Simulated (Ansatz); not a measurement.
# C2H4BN: how energies converge with the basis set

An exercise on one series of results from a longer session: the logs are not shown, and one member is left open.

Computed with Ansatz 0.2.0, Gaussian basis. Level: one geometry, several basis sets.

Plan: PBE0-D4/def2-SVP; ωB97M-V/def2-SVP; PBE0-D4/def2-QZVPP; ωB97M-V/def2-QZVPP; the functionals' def2-TZVPP values are taken from earlier runs.

1 further run of the same task is left out (it didn't finish).

### The geometry

The geometry comes from an earlier relaxation with PBE0-D4 in a triple-zeta def2 set; it is a stationary point, not always the lowest conformer.

SMILES `C#CBN`, 8 atoms, charge 0, spin multiplicity 1.

Atoms are counted from 1 here; the program's logs count them from 0.

Bond lengths: C1–C2 1.207 Å, C1–H5 1.065 Å, C2–B3 1.527 Å, B3–N4 1.388 Å, B3–H6 1.196 Å, N4–H7 1.005 Å, N4–H8 1.006 Å. Angles: C2–C1–H5 179.9°, C1–C2–B3 178.6°, C2–B3–N4 120.4°, C2–B3–H6 120.6°, N4–B3–H6 119.1°, B3–N4–H7 122.7°, B3–N4–H8 123.0°, H7–N4–H8 114.3°.

Set-up of the first run:

Input file in.yaml:

```yaml
crystal:
  periodic: [false, false, false]
  atoms:
    - {symbol: C, position_ang: [-0.386309, 1.935528, -0.918841]}
    - {symbol: C, position_ang: [-0.047563, 0.979563, -0.265355]}
    - {symbol: B, position_ang: [0.399795, -0.207695, 0.584884]}
    - {symbol: N, position_ang: [0.008715, -1.496634, 0.250830]}
    - {symbol: H, position_ang: [-0.684229, 2.781136, -1.494425]}
    - {symbol: H, position_ang: [1.090831, -0.041395, 1.546605]}
    - {symbol: H, position_ang: [0.282191, -2.302698, 0.784939]}
    - {symbol: H, position_ang: [-0.571332, -1.704806, -0.544436]}
basis:
  gaussian: {orbitals: def2-SVP}
hamiltonian: {xc: pbe0, dispersion: d4}
output: {orbitals: {seedname: orbitals}}
```

Launch:

```
$ ansatz run in.yaml --threads 2 --pin off --events-out ev --progress --plain --max-ram 4352MiB
```

Among the steps run: PBE0-D4 in def2-SVP; ωB97M-V in def2-SVP; PBE0-D4 in def2-QZVPP; ωB97M-V in def2-QZVPP.

One table of the session follows, with a row left open; its other results are not shown here.

It belongs to the step «Density functionals: the series». 

| functional | basis | HOMO (eV) |
| --- | --- | --- |
| PBE0-D4 | def2-SVP | -7.75 |
| PBE0-D4 | def2-TZVPP | -7.88 |
| PBE0-D4 | def2-QZVPP | -7.90 |
| ωB97M-V | def2-SVP | ? |
| ωB97M-V | def2-TZVPP | -10.13 |
| ωB97M-V | def2-QZVPP | -10.15 |

**Question.** Estimate the row for ωB97M-V, def2-SVP.

The run gave: HOMO (eV): -9.98. In the column «HOMO (eV)» it lies between ωB97M-V, def2-TZVPP (-10.13) and PBE0-D4, def2-QZVPP (-7.90).
